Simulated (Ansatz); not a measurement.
# WS (Pm-3m) in Ansatz: convergence with smearing width

Aim: find how far smearing width must go before the results for WS settle, at PBE. This setting moves, with any that are tied to it; all else stays.

All numbers are computed with Ansatz 0.2.0; they aren't measurements. Logs are shortened: lines on timing, memory, paths and dates and some standing lists are left out, and cuts for length are marked.

## (1) The crystal as given

Symmetry: Pm-3m, No. 221, cubic system. The conventional cell has a = 3.445 Å, b = 3.445 Å, c = 3.445 Å, α = 90.00°, β = 90.00°, γ = 90.00°. W (site symmetry m-3m) has 8 S at 2.98 Å as nearest neighbours. S (site symmetry m-3m) is surrounded by 8 W at 2.98 Å.

The cell was built by a generator and needn't be a form met in nature.

## (2) With smearing width 0.3 eV

input.yaml reads:

```yaml
crystal:
  lattice:
    - [3.44484848, 0.0, 0.0]
    - [0.0, 3.44484848, 0.0]
    - [0.0, 0.0, 3.44484848]
  atoms:
    - { symbol: W, position: [0.5, 0.5, 0.5] }
    - { symbol: S, position: [0.0, 0.0, 0.0] }
hamiltonian:
  xc: pbe
  pseudopotentials: { kind: paw_fr }
magnetization:
  noncollinear: true
  spin_orbit: true
kpoints:
  mp_grid: { grid: [7, 7, 7] }
scf:
  occupations: { method: fermi_dirac, width: 0.3 }
output:
  forces: true
  stress: true
  eigenvalues: true
```

Potentials or basis: Ansatz PAW.

The run is started by

```
$ ansatz run input.yaml --threads 2 --pin off --max-ram 5632MiB --backend cpu --events-out ev --progress --plain --runs-dir out
```

The program printed:

```text
Warning: RAYON_NUM_THREADS=2 ignored (pool sized by the plan → 2); use --threads N
band count auto-derived: 30 (N_el = 20.0; filled up to band 20; 28 by the electrons, moments and atoms)
Engine: ansatz 0.2.0, aarch64-unknown-linux-gnu
Pseudopotentials: kind: paw_fr
Pseudopotential: W, paw_fr, valence charge 14, recommended cutoff 420 eV (normal), W.paw.azcp#standard-fr
Pseudopotential: S, paw_fr, valence charge 6, recommended cutoff 420 eV (normal), S.paw.azcp#standard-fr
Functional definition: PBE
  parameter kappa = 0.804
  parameter beta = 0.06672455060314922
  exchange = pbe_x(kappa = kappa, mu = beta*pi^2/3)
  correlation = pbe_c(beta = beta)
non-collinear run that drives no moment, with spin-orbit: no starting moment large enough to seed its density (crystal.atoms[].spin), no starting occupations that ask for one, no magnetisation constraint and no magnetic field, so the semilocal B_xc is pinned to zero
Crystal: 2 atoms, lattice volume = 40.880 Å³
Basis set: ecut = 420 eV, 799 PW (Γ), exchange–correlation on 48×48×48 points (8 copies of the dense FFT grid, shifted against one another)
Bands: 30, of which v1, the nominal top of the filled ones, is band 20 counted from 1 (19 counted from 0)
Symmetry: 48 space group operations + 48 with time reversal
Magnetic group: BNS 221.93 (UNI 1595), of the structure as read, at distance tolerance 3.4e-5 Å
[... 19 lines left out ...]
SCF 1 converged in 8 iterations: F = -11309.252184 eV  dr2 = 5.86e-9
SCF converged after 8 iterations
Magnetization: |M| = 0.0000 μB,  M = (+0.0000, +0.0000, +0.0000) μB
Absolute magnetization: 0.0000 μB (∫|m|)
  site 0: m = (+0.0000, +0.0000, +0.0000) μB, |m| = 0.0000 μB  (R = 1.23 Å)
  site 1: m = (+0.0000, +0.0000, +0.0000) μB, |m| = 0.0000 μB  (R = 1.23 Å)
Free energy (F): -11309.252184 eV
Harris-Foulkes:  -11309.252184 eV  (|F-HF|=4.19e-9)
Internal energy: -11308.494030 eV  (E = F + TS)
E sigma→0 (E₀):  -11308.873107 eV
Entropy (-TS):   -0.758154 eV (-379.077 meV/atom)
Fermi energy:    12.039132 eV
--- Per-component energies (eV) ---
  E_band       = -201.720494
  E_kinetic    = 542.466277
  E_local      = -1035.710011  (includes V_loc(G=0)·N_el)
  E_nonlocal   = 26.975924
  E_hartree    = 355.166832
  E_xc         = -356.335803
  E_vxc        = -316.446973  (∫ρ·V_xc dr)
  E_paw        = -9183.712039  (= ΣΔE_a)
  E_vpaw       = -129.341952  (= ΣTr[D̂ρ^β])
  E_aug_tail   = -0.000067  (compensation charges beyond the density's cutoff)
  E_ewald      = -1657.345143
  E_smearing   = -0.758154  (= −TS)
  E_closure    = 0.000000  (closes the sum)
  Σ components = -11309.252184   (vs F -11309.252184, Δ=0.00e0)
--- Forces (eV/Å), atoms counted from 1 ---
  atom   1  W      0.00000000    -0.00000000     0.00000000
  atom   2  S     -0.00000000    -0.00000000     0.00000000
  max |Σ_I F_I| component: 1.10e-29 eV/Å
--- Stress (GPa, compression-positive) ---
      -32.022355      -0.000000      -0.000000
        0.000000     -32.022355       0.000000
        0.000000       0.000000     -32.022355
  P = ⅓ Tr σ = -32.0224 GPa (-320.224 kbar)
--- Band table (eV; the first three rows and the last of 20) ---
  k-point 0: bands = ["-62.5387", "-62.5387", "-33.9207", "-33.9207", "-24.0652", "-24.0652", "-24.0652", "-24.0652", "-2.4280", "-2.4280", "9.5443", "9.5443", "9.5677", "9.5677", "9.5677", "9.5677", "9.7858", "9.7858", "9.7858", "9.7858", "11.1270", "11.1270", "12.6018", "12.6018", "12.6018", "12.6018", "13.0898", "13.0898", "20.5442", "20.5442"]
  k-point 1: bands = ["-62.5383", "-62.5383", "-33.9228", "-33.9228", "-24.0784", "-24.0784", "-24.0635", "-24.0635", "-2.2715", "-2.2715", "7.8838", "7.8838", "9.4300", "9.4300", "9.5626", "9.5626", "9.7019", "9.7019", "10.3704", "10.3704", "12.4943", "12.4943", "12.7145", "12.7145", "12.8976", "12.8976", "13.3040", "13.3040", "19.9235", "19.9235"]
  k-point 2: bands = ["-62.5373", "-62.5373", "-33.9276", "-33.9276", "-24.1077", "-24.1077", "-24.0596", "-24.0596", "-1.8751", "-1.8751", "6.0820", "6.0820", "9.0805", "9.0805", "9.2120", "9.2120", "9.9372", "9.9372", "11.5725", "11.5725", "12.8846", "12.8846", "13.5515", "13.5515", "13.8847", "13.8847", "14.0544", "14.0544", "18.7538", "18.7538"]
  k-point 19: bands = ["-62.5323", "-62.5323", "-33.9518", "-33.9518", "-24.1452", "-24.1452", "-24.1449", "-24.1449", "-0.4503", "-0.4503", "6.4321", "6.4321", "6.4512", "6.4512", "6.6432", "6.6432", "12.3585", "12.3585", "13.1582", "13.1582", "13.1732", "13.1732", "14.3149", "14.3149", "14.7063", "14.7063", "15.1669", "15.1669", "15.7758", "15.7758"]
```

It took 1.9 s on 2 threads of Arm Neoverse V1, shared host; peak memory 0.38 GiB.

What came out:

```
Free energy            : -11309.2522 eV
Pressure               : -32.0 GPa
Band gap on the k mesh : none (metal or under the smearing width)
```

## (3) With smearing width 0.2 eV

Changes to input.yaml since step 2:

```diff
@@ -17,3 +17,3 @@
 scf:
-  occupations: { method: fermi_dirac, width: 0.3 }
+  occupations: { method: fermi_dirac, width: 0.2 }
 output:
```

Potentials or basis: Ansatz PAW.

The run is started by

```
$ ansatz run input.yaml --threads 2 --pin off --max-ram 5632MiB --backend cpu --events-out ev --progress --plain --runs-dir out
```

Run time: 2.9 s. Hardware: 2 threads of Arm Neoverse V1, shared host; peak memory 0.39 GiB.

What came out:

| Property | Result |
| --- | --- |
| Free energy | -11309.0328 eV |
| Pressure | -33.1 GPa |
| Band gap on the k mesh | none (metal or under the smearing width) |

## (4) With smearing width 0.15 eV

Changes to input.yaml since step 3:

```diff
@@ -17,3 +17,3 @@
 scf:
-  occupations: { method: fermi_dirac, width: 0.2 }
+  occupations: { method: fermi_dirac, width: 0.15 }
 output:
```

The run is started by

```
$ ansatz run input.yaml --threads 2 --pin off --max-ram 5632MiB --backend cpu --events-out ev --progress --plain --runs-dir out
```

Run time: 1.7 s. Hardware: 2 threads of Arm Neoverse V1, shared host; peak memory 0.38 GiB.

What came out:

* Free energy: -11308.9503 eV
* Pressure: -33.5 GPa
* Band gap on the k mesh: none (metal or under the smearing width)

## (5) With smearing width 0.1 eV

Changes to input.yaml since step 4:

```diff
@@ -17,3 +17,3 @@
 scf:
-  occupations: { method: fermi_dirac, width: 0.15 }
+  occupations: { method: fermi_dirac, width: 0.1 }
 output:
```

The run is started by

```
$ ansatz run input.yaml --threads 2 --pin off --max-ram 5632MiB --backend cpu --events-out ev --progress --plain --runs-dir out
```

It took 1.9 s on 2 threads of Arm Neoverse V1, shared host; peak memory 0.38 GiB.

Results:

* Free energy: -11308.8891 eV
* Pressure: -33.9 GPa
* Band gap on the k mesh: none (metal or under the smearing width)

## (6) With smearing width 0.05 eV

Changes to input.yaml since step 5:

```diff
@@ -17,3 +17,3 @@
 scf:
-  occupations: { method: fermi_dirac, width: 0.1 }
+  occupations: { method: fermi_dirac, width: 0.05 }
 output:
```

Potentials or basis: Ansatz PAW.

The run is started by

```
$ ansatz run input.yaml --threads 2 --pin off --max-ram 5632MiB --backend cpu --events-out ev --progress --plain --runs-dir out
```

Wall time 1.7 s (2 threads of Arm Neoverse V1, shared host); peak memory 0.38 GiB.

Results (log left out):

```
Free energy            : -11308.8506 eV
Pressure               : -34.1 GPa
Band gap on the k mesh : none (metal or under the smearing width)
```

## (7) With smearing width 0.025 eV

Changes to input.yaml since step 6:

```diff
@@ -17,3 +17,3 @@
 scf:
-  occupations: { method: fermi_dirac, width: 0.05 }
+  occupations: { method: fermi_dirac, width: 0.025 }
 output:
```

The run is started by

```
$ ansatz run input.yaml --threads 2 --pin off --max-ram 5632MiB --backend cpu --events-out ev --progress --plain --runs-dir out
```

Wall time 1.7 s (2 threads of Arm Neoverse V1, shared host); peak memory 0.38 GiB.

The run converged. Its results:

| Quantity | Value |
| --- | --- |
| Free energy | -11308.8386 eV |
| Pressure | -34.1 GPa |
| Band gap on the k mesh | none (metal or under the smearing width) |

## (8) With smearing width 0.01 eV

Changes to input.yaml since step 7:

```diff
@@ -17,3 +17,3 @@
 scf:
-  occupations: { method: fermi_dirac, width: 0.025 }
+  occupations: { method: fermi_dirac, width: 0.01 }
 output:
```

The run is started by

```
$ ansatz run input.yaml --threads 2 --pin off --max-ram 5632MiB --backend cpu --events-out ev --progress --plain --runs-dir out
```

Wall time 1.7 s (2 threads of Arm Neoverse V1, shared host); peak memory 0.38 GiB.

It converged, with:

- Free energy: -11308.8338 eV
- Pressure: -34.2 GPa
- Band gap on the k mesh: none (metal or under the smearing width)

## (9) With smearing width 0.005 eV

Changes to input.yaml since step 8:

```diff
@@ -17,3 +17,3 @@
 scf:
-  occupations: { method: fermi_dirac, width: 0.01 }
+  occupations: { method: fermi_dirac, width: 0.005 }
 output:
```

Potentials or basis: Ansatz PAW.

The run is started by

```
$ ansatz run input.yaml --threads 2 --pin off --max-ram 5632MiB --backend cpu --events-out ev --progress --plain --runs-dir out
```

Run time: 1.7 s. Hardware: 2 threads of Arm Neoverse V1, shared host; peak memory 0.38 GiB.

Results (log left out):

- Free energy: -11308.8328 eV
- Pressure: -34.2 GPa
- Band gap on the k mesh: none (metal or under the smearing width)

## (10) Summary

```
smearing width  energy less the tightest run, at zero smearing (meV/atom)  pressure (GPa)  SCF cycles  CPU time (s)  peak memory (GiB)
        0.3 eV                                                     -20.41          -32.02           8           3.6               0.38
        0.2 eV                                                      -8.03          -33.10           9           5.5               0.39
       0.15 eV                                                      -4.78          -33.54           7           3.3               0.38
        0.1 eV                                                      -3.54          -33.89           8           3.7               0.38
       0.05 eV                                                      -2.11          -34.09           7           3.3               0.38
      0.025 eV                                                      -0.72          -34.14           7           3.3               0.38
       0.01 eV                                                      -0.19          -34.15           7           3.3               0.38
      0.005 eV                                                       0.00          -34.16           7           3.3               0.38
```

Against the tightest run, the energy stays within 1 meV/atom from 0.025 eV on; the pressure stays within 0.1 GPa from 0.05 eV on. Narrower smearing needs a denser k mesh, so at a fixed mesh the narrowest width isn't the most accurate. The tightest run that finished is the yardstick and may itself not be fully converged.

Caveats: a pressure of tens of GPa on the cell as given is suspect, and the run, the potentials or the cell itself is likely at fault.
